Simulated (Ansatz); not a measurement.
Write a Python script for Ansatz 0.2.0 through its Python package that makes a relaxed scan of one distance of BrClHSn, SMILES [Cl][SnH][Br]. Level of theory (for the species named): B3LYP, def2-SVP basis, multiplicity 2.

```json
{"atom": "Cl", "x (Å)": "-2.1345", "y (Å)": "0.1333", "z (Å)": "-0.1146"}
{"atom": "Sn", "x (Å)": "0.1224", "y (Å)": "0.0215", "z (Å)": "-0.5641"}
{"atom": "Br", "x (Å)": "1.1012", "y (Å)": "-1.7814", "z (Å)": "0.8597"}
{"atom": "H", "x (Å)": "0.9665", "y (Å)": "1.5663", "z (Å)": "-0.2013"}
```

`relaxed_scan.py`
```python
"""Relaxed scan of one distance in BrClHSn."""

import warnings

import ansatz as az
import numpy as np


def main() -> None:
    warnings.simplefilter("ignore", az.DeckWarning)

    brclhsn = (
        az.Crystal.molecule()
        .atom("Cl", (-2.1345, 0.1333, -0.1146))
        .atom("Sn", (0.1224, 0.0215, -0.5641))
        .atom("Br", (1.1012, -1.7814, 0.8597))
        .atom("H", (0.9665, 1.5663, -0.2013))
    )

    calculation = (
        brclhsn.calculation()
        .basis(gaussian="def2-SVP")
        .functional("B3LYP")
        .spin("collinear", total=1)  # two spin channels
        .accuracy("medium")  # preset for grids and thresholds
        .scf(lower_state_search="off")
    )
    symbols = [site.symbol for site in brclhsn.cartesian_sites]
    pairs = [(0, 1), (1, 2), (1, 3)]
    print("held (A)   E (eV)        ", "  ".join(f"{symbols[i]}{i}-{symbols[j]}{j}" for i, j in pairs))
    for length in [1.65, 1.8, 1.94, 2.16, 2.43]:
        summary = calculation.relax(constraints=[az.DistanceConstraint((1, 3), at=length)], force_tolerance=0.02, max_steps=60).run(threads=1, pin="off").report
        xyz = np.array(summary["positions_ang"])
        print(f"{length:6.2f} {summary['free_energy_ev']:14.5f}  ", "  ".join(f"{np.linalg.norm(xyz[i] - xyz[j]):.3f}" for i, j in pairs))


if __name__ == "__main__":
    main()
```

Output of `python relaxed_scan.py`:
```text
held (A)   E (eV)         Cl0-Sn1  Sn1-Br2  Sn1-H3
  1.65   -88408.85011   2.391  2.542  1.650
  1.80   -88408.92135   2.391  2.543  1.800
  1.94   -88408.80496   2.393  2.546  1.940
  2.16   -88408.49198   2.397  2.552  2.160
  2.43   -88408.14523   2.402  2.558  2.430
```

What to keep in mind:
- The settings weren't tested for convergence.
- The energies are electronic: no zero-point or thermal terms, and the basis set is short of its limit.
- def2 sets replace the cores of elements past krypton by effective core potentials.
- The species is open-shell (spin multiplicity 2).
- b3lyp holds the VWN-RPA fit, as in Gaussian; the form of ORCA and Turbomole is b3lyp5.
- The script silences the warnings on its input, which a real study should read.
- Timing: 96 s on 1 thread of Arm Neoverse V1 (shared host), peak memory 0.29 GiB.
